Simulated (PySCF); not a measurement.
# Fe²¹⁺, Co²²⁺, Ni²³⁺, Cu²⁴⁺: ionisation energies with spin-orbit coupling

Wanted: the ionisation energy of these ions, up a ladder of methods.

Method: two-component X2C-1e, generalised determinants. Code: PySCF 2.14.0.

## Step 1: Starting point

```
Elements                                  : iron (Z = 26), cobalt (Z = 27), nickel (Z = 28), copper (Z = 29)
Basis                                     : one for each species, given in its step
Hamiltonian                               : two-component X2C-1e, Gaussian nucleus, no Breit or QED terms; spin-orbit coupling, run by run: off; screened by Boettger's factors
Core shells frozen in the correlated runs : none (for Fe²¹⁺)
State 1                                   : Fe²¹⁺: [He] 2s2 2p1; 2p1/2 filled at m_j = +1/2
State 2                                   : Co²²⁺: [He] 2s2 2p1; 2p1/2 filled at m_j = +1/2
State 3                                   : Ni²³⁺: [He] 2s2 2p1; 2p1/2 filled at m_j = +1/2
State 4                                   : Cu²⁴⁺: [He] 2s2 2p1; 2p1/2 filled at m_j = +1/2
Needed too, but not shown                 : Fe²²⁺ [He] 2s2 (1S), Co²³⁺ [He] 2s2 (1S), Ni²⁴⁺ [He] 2s2 (1S), Cu²⁵⁺ [He] 2s2 (1S)
Methods                                   : GHF, GMP2
```

Outer shells as boxes (Hund's rule):

Fe21+ [He] 2s2 2p1
```
[He] core
2s [↑↓]
2p [↑ ][  ][  ]
```

Co22+ [He] 2s2 2p1
```
[He] core
2s [↑↓]
2p [↑ ][  ][  ]
```

Ni23+ [He] 2s2 2p1
```
[He] core
2s [↑↓]
2p [↑ ][  ][  ]
```

Cu24+ [He] 2s2 2p1
```
[He] core
2s [↑↓]
2p [↑ ][  ][  ]
```

A driver program built on PySCF's X2C-1e integrals ran all steps in one process from the settings above; there is no separate input file.

The integrals over 103 functions and the set-up took 0.38 s of CPU time.

## Step 2: Fe²¹⁺

Basis: an uncontracted even-tempered set (17 s from 5.6 bohr⁻², ratio 2.4; 11 p from 7.3 bohr⁻², ratio 2.4; 5 d from 25 bohr⁻², ratio 2.6; 4 f from 38 bohr⁻², ratio 2.6).

#### GHF (spin-free)

The program printed:

```text
cycle= 1 E= -878.1794314962  delta_E= -878  |FDS-SDF|= 0.233
cycle= 2 E= -878.1969015507  delta_E= -0.0175  |FDS-SDF|= 0.0127
cycle= 3 E= -878.1969697041  delta_E= -6.82e-05  |FDS-SDF|= 0.000884
cycle= 4 E= -878.1969737190  delta_E= -4.01e-06  |FDS-SDF|= 0.000873
cycle= 5 E= -878.1969750708  delta_E= -1.35e-06  |FDS-SDF|= 0.000873
cycle= 6 E= -878.1976372368  delta_E= -0.000662  |FDS-SDF|= 0.00687
cycle= 7 E= -878.1976406243  delta_E= -3.39e-06  |FDS-SDF|= 0.00686
cycle= 8 E= -878.1977922141  delta_E= -0.000152  |FDS-SDF|= 0.00709
cycle= 9 E= -878.1978549779  delta_E= -6.28e-05  |FDS-SDF|= 0.0137
cycle= 10 E= -878.1979564479  delta_E= -0.000101  |FDS-SDF|= 0.0176
cycle= 11 E= -878.1979520789  delta_E= 4.37e-06  |FDS-SDF|= 0.0182
cycle= 12 E= -878.1979617522  delta_E= -9.67e-06  |FDS-SDF|= 0.0171
cycle= 13 E= -878.1980368169  delta_E= -7.51e-05  |FDS-SDF|= 0.0028
cycle= 14 E= -878.1980388789  delta_E= -2.06e-06  |FDS-SDF|= 0.000188
cycle= 15 E= -878.1980388884  delta_E= -9.5e-09  |FDS-SDF|= 5.32e-07
cycle= 16 E= -878.1980388884  delta_E= -1.25e-12  |FDS-SDF|= 4.63e-07
```

It used 7.2 s of CPU time after the integrals (shared host).

Occupied spinors (without spin-orbit coupling the j labels only name the start):

```tsv
spinor shell	electrons	mean energy (eV)	weight of the nominal j	rms radius (bohr)
1s1/2	2	-8414.5	1.000	0.0669
2s1/2	2	-1848.0	1.000	0.265
2p1/2	1	-1792.0	0.878	0.231
```

M_J = 1/2, ⟨J²⟩ = 1.116, ⟨L²⟩ = 2.001, ⟨S²⟩ = 0.750.

#### GMP2 (spin-free)

The driver printed no log here.

CPU time 0.99 s on a shared host, the integrals not counted.

With 5 electrons correlated and 34 very high virtual spinors dropped, the MP2 correlation energy is -0.20106 hartree. Largest pairs: 2s1/2-2s1/2 -0.1027, 1s1/2-1s1/2 -0.0421, 2p1/2-2s1/2 -0.0334, 1s1/2-2s1/2 -0.0140, 1s1/2-2p1/2 -0.0089.

#### GHF (screened spin-orbit)

The program printed:

```text
cycle= 1 E= -878.5583750067  delta_E= -879  |FDS-SDF|= 0.235
cycle= 2 E= -878.5758649401  delta_E= -0.0175  |FDS-SDF|= 0.0128
cycle= 3 E= -878.5759326049  delta_E= -6.77e-05  |FDS-SDF|= 0.000781
cycle= 4 E= -878.5759351950  delta_E= -2.59e-06  |FDS-SDF|= 0.000677
cycle= 5 E= -878.5759419468  delta_E= -6.75e-06  |FDS-SDF|= 0.000328
cycle= 6 E= -878.5759439993  delta_E= -2.05e-06  |FDS-SDF|= 2.59e-06
cycle= 7 E= -878.5759439993  delta_E= -9.78e-12  |FDS-SDF|= 1.25e-07
```

CPU time 3.6 s on a shared host, the integrals not counted.

Occupied spinors:

```tsv
spinor shell	electrons	mean energy (eV)	weight of the nominal j	rms radius (bohr)
1s1/2	2	-8413.4	1.000	0.0669
2s1/2	2	-1847.7	1.000	0.265
2p1/2	1	-1802.2	1.000	0.229
```

M_J = 1/2, ⟨J²⟩ = 0.750, ⟨L²⟩ = 2.000, ⟨S²⟩ = 0.750.

#### GMP2 (screened spin-orbit)

This step left no log, only its results.

CPU time 0.25 s on a shared host, the integrals not counted.

With 5 electrons correlated and 34 very high virtual spinors dropped, the MP2 correlation energy is -0.19958 hartree. Largest pairs: 2s1/2-2s1/2 -0.1001, 1s1/2-1s1/2 -0.0420, 2p1/2-2s1/2 -0.0343, 1s1/2-2s1/2 -0.0140, 1s1/2-2p1/2 -0.0092.

## Step 3: Co²²⁺, method by method

Basis: an even-tempered Gaussian basis (17 s from 6.1 bohr⁻², ratio 2.4; 11 p from 7.9 bohr⁻², ratio 2.4; 5 d from 27 bohr⁻², ratio 2.6; 4 f from 41 bohr⁻², ratio 2.6).

#### GHF (spin-free)

The program printed:

```text
cycle= 1 E= -950.0173845213  delta_E= -950  |FDS-SDF|= 0.243
cycle= 2 E= -950.0348537514  delta_E= -0.0175  |FDS-SDF|= 0.0127
cycle= 3 E= -950.0349168925  delta_E= -6.31e-05  |FDS-SDF|= 0.000885
cycle= 4 E= -950.0349207555  delta_E= -3.86e-06  |FDS-SDF|= 0.000875
cycle= 5 E= -950.0349219469  delta_E= -1.19e-06  |FDS-SDF|= 0.000875
cycle= 6 E= -950.0356164907  delta_E= -0.000695  |FDS-SDF|= 0.00823
cycle= 7 E= -950.0356189189  delta_E= -2.43e-06  |FDS-SDF|= 0.00821
cycle= 8 E= -950.0357600986  delta_E= -0.000141  |FDS-SDF|= 0.00858
cycle= 9 E= -950.0358465407  delta_E= -8.64e-05  |FDS-SDF|= 0.0176
cycle= 10 E= -950.0359234775  delta_E= -7.69e-05  |FDS-SDF|= 0.0159
cycle= 11 E= -950.0359362656  delta_E= -1.28e-05  |FDS-SDF|= 0.0146
cycle= 12 E= -950.0359519666  delta_E= -1.57e-05  |FDS-SDF|= 0.0122
cycle= 13 E= -950.0359880554  delta_E= -3.61e-05  |FDS-SDF|= 0.000666
cycle= 14 E= -950.0359881674  delta_E= -1.12e-07  |FDS-SDF|= 2.75e-05
cycle= 15 E= -950.0359881676  delta_E= -2.68e-10  |FDS-SDF|= 1.52e-06
```

It used 6.8 s of CPU time after the integrals (shared host).

Occupied spinors (without spin-orbit coupling the j labels only name the start):

```tsv
spinor shell	electrons	mean energy (eV)	weight of the nominal j	rms radius (bohr)
1s1/2	2	-9113.4	1.000	0.0643
2s1/2	2	-2012.8	1.000	0.255
2p1/2	1	-1952.8	0.878	0.221
```

M_J = 1/2, ⟨J²⟩ = 1.116, ⟨L²⟩ = 2.000, ⟨S²⟩ = 0.750.

#### GMP2 (spin-free)

The driver printed no log here.

It used 1 s of CPU time after the integrals (shared host).

With 5 electrons correlated and 28 very high virtual spinors dropped, the MP2 correlation energy is -0.20442 hartree. Largest pairs: 2s1/2-2s1/2 -0.1054, 1s1/2-1s1/2 -0.0423, 2p1/2-2s1/2 -0.0336, 1s1/2-2s1/2 -0.0142, 1s1/2-2p1/2 -0.0090.

#### GHF (screened spin-orbit)

The program printed:

```text
cycle= 1 E= -950.4647118660  delta_E= -950  |FDS-SDF|= 0.246
cycle= 2 E= -950.4822027345  delta_E= -0.0175  |FDS-SDF|= 0.0129
cycle= 3 E= -950.4822653423  delta_E= -6.26e-05  |FDS-SDF|= 0.00077
cycle= 4 E= -950.4822677051  delta_E= -2.36e-06  |FDS-SDF|= 0.000658
cycle= 5 E= -950.4822735447  delta_E= -5.84e-06  |FDS-SDF|= 0.000274
cycle= 6 E= -950.4822747577  delta_E= -1.21e-06  |FDS-SDF|= 1.65e-06
cycle= 7 E= -950.4822747578  delta_E= -6.03e-12  |FDS-SDF|= 7.49e-08
```

CPU time 3.6 s on a shared host, the integrals not counted.

Occupied spinors:

```tsv
spinor shell	electrons	mean energy (eV)	weight of the nominal j	rms radius (bohr)
1s1/2	2	-9112.3	1.000	0.0643
2s1/2	2	-2012.5	1.000	0.255
2p1/2	1	-1964.9	1.000	0.220
```

M_J = 1/2, ⟨J²⟩ = 0.750, ⟨L²⟩ = 2.000, ⟨S²⟩ = 0.750.

#### GMP2 (screened spin-orbit)

This step left no log, only its results.

CPU time 0.26 s on a shared host, the integrals not counted.

With 5 electrons correlated and 28 very high virtual spinors dropped, the MP2 correlation energy is -0.20259 hartree. Largest pairs: 2s1/2-2s1/2 -0.1025, 1s1/2-1s1/2 -0.0423, 2p1/2-2s1/2 -0.0344, 1s1/2-2s1/2 -0.0141, 1s1/2-2p1/2 -0.0093.

## Step 4: Ni²³⁺, method by method

Basis: an even-tempered Gaussian basis (17 s from 6.6 bohr⁻², ratio 2.4; 11 p from 8.6 bohr⁻², ratio 2.4; 5 d from 29 bohr⁻², ratio 2.6; 4 f from 44 bohr⁻², ratio 2.6).

#### GHF (spin-free)

The program printed:

```text
cycle= 1 E= -1024.7656440501  delta_E= -1.02e+03  |FDS-SDF|= 0.254
cycle= 2 E= -1024.7831160769  delta_E= -0.0175  |FDS-SDF|= 0.0128
cycle= 3 E= -1024.7831747699  delta_E= -5.87e-05  |FDS-SDF|= 0.000886
cycle= 4 E= -1024.7831784968  delta_E= -3.73e-06  |FDS-SDF|= 0.000877
cycle= 5 E= -1024.7831795374  delta_E= -1.04e-06  |FDS-SDF|= 0.000877
cycle= 6 E= -1024.7839047883  delta_E= -0.000725  |FDS-SDF|= 0.00978
cycle= 7 E= -1024.7839065055  delta_E= -1.72e-06  |FDS-SDF|= 0.00975
cycle= 8 E= -1024.7840433150  delta_E= -0.000137  |FDS-SDF|= 0.0103
cycle= 9 E= -1024.7841248178  delta_E= -8.15e-05  |FDS-SDF|= 0.0197
cycle= 10 E= -1024.7841885679  delta_E= -6.38e-05  |FDS-SDF|= 0.0154
cycle= 11 E= -1024.7842215678  delta_E= -3.3e-05  |FDS-SDF|= 0.0109
cycle= 12 E= -1024.7842448568  delta_E= -2.33e-05  |FDS-SDF|= 0.00401
cycle= 13 E= -1024.7842485233  delta_E= -3.67e-06  |FDS-SDF|= 0.000167
cycle= 14 E= -1024.7842485297  delta_E= -6.38e-09  |FDS-SDF|= 5.24e-06
cycle= 15 E= -1024.7842485297  delta_E= -1.02e-11  |FDS-SDF|= 1.89e-07
```

It used 6.8 s of CPU time after the integrals (shared host).

Occupied spinors (without spin-orbit coupling the j labels only name the start):

```tsv
spinor shell	electrons	mean energy (eV)	weight of the nominal j	rms radius (bohr)
1s1/2	2	-9841.1	1.000	0.0619
2s1/2	2	-2184.9	1.000	0.245
2p1/2	1	-2120.6	0.878	0.213
```

M_J = 1/2, ⟨J²⟩ = 1.115, ⟨L²⟩ = 2.000, ⟨S²⟩ = 0.750.

#### GMP2 (spin-free)

No log was kept for this step.

It used 1 s of CPU time after the integrals (shared host).

With 5 electrons correlated and 28 very high virtual spinors dropped, the MP2 correlation energy is -0.20763 hartree. Largest pairs: 2s1/2-2s1/2 -0.1081, 1s1/2-1s1/2 -0.0425, 2p1/2-2s1/2 -0.0337, 1s1/2-2s1/2 -0.0143, 1s1/2-2p1/2 -0.0090.

#### GHF (screened spin-orbit)

The program printed:

```text
cycle= 1 E= -1025.2903573474  delta_E= -1.03e+03  |FDS-SDF|= 0.257
cycle= 2 E= -1025.3078530707  delta_E= -0.0175  |FDS-SDF|= 0.0129
cycle= 3 E= -1025.3079111868  delta_E= -5.81e-05  |FDS-SDF|= 0.000759
cycle= 4 E= -1025.3079133403  delta_E= -2.15e-06  |FDS-SDF|= 0.000638
cycle= 5 E= -1025.3079183012  delta_E= -4.96e-06  |FDS-SDF|= 0.000226
cycle= 6 E= -1025.3079190057  delta_E= -7.04e-07  |FDS-SDF|= 1.09e-06
cycle= 7 E= -1025.3079190057  delta_E= -2.5e-12  |FDS-SDF|= 4.35e-08
```

It used 3.6 s of CPU time after the integrals (shared host).

Occupied spinors:

```tsv
spinor shell	electrons	mean energy (eV)	weight of the nominal j	rms radius (bohr)
1s1/2	2	-9839.8	1.000	0.0619
2s1/2	2	-2184.5	1.000	0.245
2p1/2	1	-2134.8	1.000	0.211
```

M_J = 1/2, ⟨J²⟩ = 0.750, ⟨L²⟩ = 2.000, ⟨S²⟩ = 0.750.

#### GMP2 (screened spin-orbit)

This step left no log, only its results.

It used 0.26 s of CPU time after the integrals (shared host).

With 5 electrons correlated and 28 very high virtual spinors dropped, the MP2 correlation energy is -0.20543 hartree. Largest pairs: 2s1/2-2s1/2 -0.1048, 1s1/2-1s1/2 -0.0424, 2p1/2-2s1/2 -0.0346, 1s1/2-2s1/2 -0.0143, 1s1/2-2p1/2 -0.0093.

## Step 5: Cu²⁴⁺

Basis: an even-tempered Gaussian basis (17 s from 7.2 bohr⁻², ratio 2.4; 11 p from 9.4 bohr⁻², ratio 2.4; 5 d from 32 bohr⁻², ratio 2.6; 4 f from 48 bohr⁻², ratio 2.6).

#### GHF (spin-free)

The program printed:

```text
cycle= 1 E= -1102.4365696541  delta_E= -1.1e+03  |FDS-SDF|= 0.263
cycle= 2 E= -1102.4540172818  delta_E= -0.0174  |FDS-SDF|= 0.0128
cycle= 3 E= -1102.4540717714  delta_E= -5.45e-05  |FDS-SDF|= 0.000881
cycle= 4 E= -1102.4540753216  delta_E= -3.55e-06  |FDS-SDF|= 0.000872
cycle= 5 E= -1102.4540762323  delta_E= -9.11e-07  |FDS-SDF|= 0.000872
cycle= 6 E= -1102.4548044241  delta_E= -0.000728  |FDS-SDF|= 0.0104
cycle= 7 E= -1102.4548058765  delta_E= -1.45e-06  |FDS-SDF|= 0.0104
cycle= 8 E= -1102.4549408042  delta_E= -0.000135  |FDS-SDF|= 0.011
cycle= 9 E= -1102.4550212221  delta_E= -8.04e-05  |FDS-SDF|= 0.0206
cycle= 10 E= -1102.4550795831  delta_E= -5.84e-05  |FDS-SDF|= 0.0161
cycle= 11 E= -1102.4551185132  delta_E= -3.89e-05  |FDS-SDF|= 0.0105
cycle= 12 E= -1102.4551389308  delta_E= -2.04e-05  |FDS-SDF|= 0.00355
cycle= 13 E= -1102.4551416037  delta_E= -2.67e-06  |FDS-SDF|= 0.000155
cycle= 14 E= -1102.4551416088  delta_E= -5.06e-09  |FDS-SDF|= 3.69e-06
cycle= 15 E= -1102.4551416088  delta_E= -6.82e-12  |FDS-SDF|= 1.57e-07
```

It used 6.8 s of CPU time after the integrals (shared host).

Occupied spinors (without spin-orbit coupling the j labels only name the start):

```tsv
spinor shell	electrons	mean energy (eV)	weight of the nominal j	rms radius (bohr)
1s1/2	2	-10597.6	1.000	0.0596
2s1/2	2	-2364.2	1.000	0.235
2p1/2	1	-2295.4	0.878	0.204
```

M_J = 1/2, ⟨J²⟩ = 1.116, ⟨L²⟩ = 2.000, ⟨S²⟩ = 0.750.

#### GMP2 (spin-free)

This step left no log, only its results.

CPU time 1 s on a shared host, the integrals not counted.

With 5 electrons correlated and 28 very high virtual spinors dropped, the MP2 correlation energy is -0.21056 hartree. Largest pairs: 2s1/2-2s1/2 -0.1106, 1s1/2-1s1/2 -0.0427, 2p1/2-2s1/2 -0.0338, 1s1/2-2s1/2 -0.0144, 1s1/2-2p1/2 -0.0091.

#### GHF (screened spin-orbit)

The program printed:

```text
cycle= 1 E= -1103.0484644757  delta_E= -1.1e+03  |FDS-SDF|= 0.266
cycle= 2 E= -1103.0659389720  delta_E= -0.0175  |FDS-SDF|= 0.0129
cycle= 3 E= -1103.0659928596  delta_E= -5.39e-05  |FDS-SDF|= 0.000741
cycle= 4 E= -1103.0659947910  delta_E= -1.93e-06  |FDS-SDF|= 0.000612
cycle= 5 E= -1103.0659988781  delta_E= -4.09e-06  |FDS-SDF|= 0.000186
cycle= 6 E= -1103.0659992851  delta_E= -4.07e-07  |FDS-SDF|= 7.41e-07
cycle= 7 E= -1103.0659992851  delta_E= -2.05e-12  |FDS-SDF|= 2.45e-08
```

It used 3.6 s of CPU time after the integrals (shared host).

Occupied spinors:

```tsv
spinor shell	electrons	mean energy (eV)	weight of the nominal j	rms radius (bohr)
1s1/2	2	-10596.1	1.000	0.0596
2s1/2	2	-2363.8	1.000	0.235
2p1/2	1	-2312.0	1.000	0.203
```

M_J = 1/2, ⟨J²⟩ = 0.750, ⟨L²⟩ = 2.000, ⟨S²⟩ = 0.750.

#### GMP2 (screened spin-orbit)

The driver printed no log here.

CPU time 0.26 s on a shared host, the integrals not counted.

With 5 electrons correlated and 28 very high virtual spinors dropped, the MP2 correlation energy is -0.20796 hartree. Largest pairs: 2s1/2-2s1/2 -0.1068, 1s1/2-1s1/2 -0.0427, 2p1/2-2s1/2 -0.0346, 1s1/2-2s1/2 -0.0144, 1s1/2-2p1/2 -0.0094.

## Step 6: The energy differences

Ionisation energy: Fe²¹⁺ [He] 2s2 2p1 [2p1/2^1, M_J = 1/2] → Fe²²⁺ [He] 2s2.

```tsv
method	value (eV)	less the reference (eV)
GHF (spin-free)	1791.1	-7.3
GMP2 (spin-free)	1790.6	-7.8
GHF (screened spin-orbit)	1801.4	+3.0
GMP2 (screened spin-orbit)	1800.8	+2.4
```

Reference: 1798.4 ± 0.8 eV (semi-empirical (NIST evaluation); NIST Atomic Spectra Database, ionization energies).

Ionisation energy: Co²²⁺ [He] 2s2 2p1 [2p1/2^1, M_J = 1/2] → Co²³⁺ [He] 2s2.

```tsv
method	value (eV)	less the reference (eV)
GHF (spin-free)	1951.9	-8.9
GMP2 (spin-free)	1951.4	-9.4
GHF (screened spin-orbit)	1964.1	+3.3
GMP2 (screened spin-orbit)	1963.5	+2.7
```

Reference: 1960.8 ± 0.8 eV (semi-empirical (NIST evaluation); NIST Atomic Spectra Database, ionization energies).

Ionisation energy: Ni²³⁺ [He] 2s2 2p1 [2p1/2^1, M_J = 1/2] → Ni²⁴⁺ [He] 2s2.

```tsv
method	value (eV)	less the reference (eV)
GHF (spin-free)	2119.7	-10.8
GMP2 (spin-free)	2119.1	-11.4
GHF (screened spin-orbit)	2134.0	+3.5
GMP2 (screened spin-orbit)	2133.3	+2.8
```

Reference: 2130.5 ± 0.9 eV (semi-empirical (NIST evaluation); NIST Atomic Spectra Database, ionization energies).

## Step 7: The energy differences, continued

Ionisation energy: Cu²⁴⁺ [He] 2s2 2p1 [2p1/2^1, M_J = 1/2] → Cu²⁵⁺ [He] 2s2.

```tsv
method	value (eV)	less the reference (eV)
GHF (spin-free)	2294.5	-12.8
GMP2 (spin-free)	2293.9	-13.4
GHF (screened spin-orbit)	2311.1	+3.8
GMP2 (screened spin-orbit)	2310.4	+3.1
```

Reference: 2307.3 ± 1 eV (semi-empirical (NIST evaluation); NIST Atomic Spectra Database, ionization energies).

The differences also use runs on Fe²²⁺ [He] 2s2 (1S), Co²³⁺ [He] 2s2 (1S), Ni²⁴⁺ [He] 2s2 (1S), Cu²⁵⁺ [He] 2s2 (1S), which are not shown here.

## Step 8: What came out

```
                quantity                                                                                 value
ionisation energy, Fe²¹⁺  GHF (spin-free) 1791.1, GMP2 (screened spin-orbit) 1800.8 eV; reference 1798.4 ± 0.8
ionisation energy, Co²²⁺  GHF (spin-free) 1951.9, GMP2 (screened spin-orbit) 1963.5 eV; reference 1960.8 ± 0.8
ionisation energy, Ni²³⁺  GHF (spin-free) 2119.7, GMP2 (screened spin-orbit) 2133.3 eV; reference 2130.5 ± 0.9
ionisation energy, Cu²⁴⁺    GHF (spin-free) 2294.5, GMP2 (screened spin-orbit) 2310.4 eV; reference 2307.3 ± 1
```

In words: For the first difference the methods span 10.815 eV, from GMP2 (spin-free) (1790.6) to GHF (screened spin-orbit) (1801.4). The reference is uncertain or not like for like (spin-orbit coupling or other relativistic terms), so no ranking of close methods is drawn. Spin-orbit coupling moves the first difference by +10.233 eV at GMP2. All values hold for this basis alone; no basis-set limit was taken.
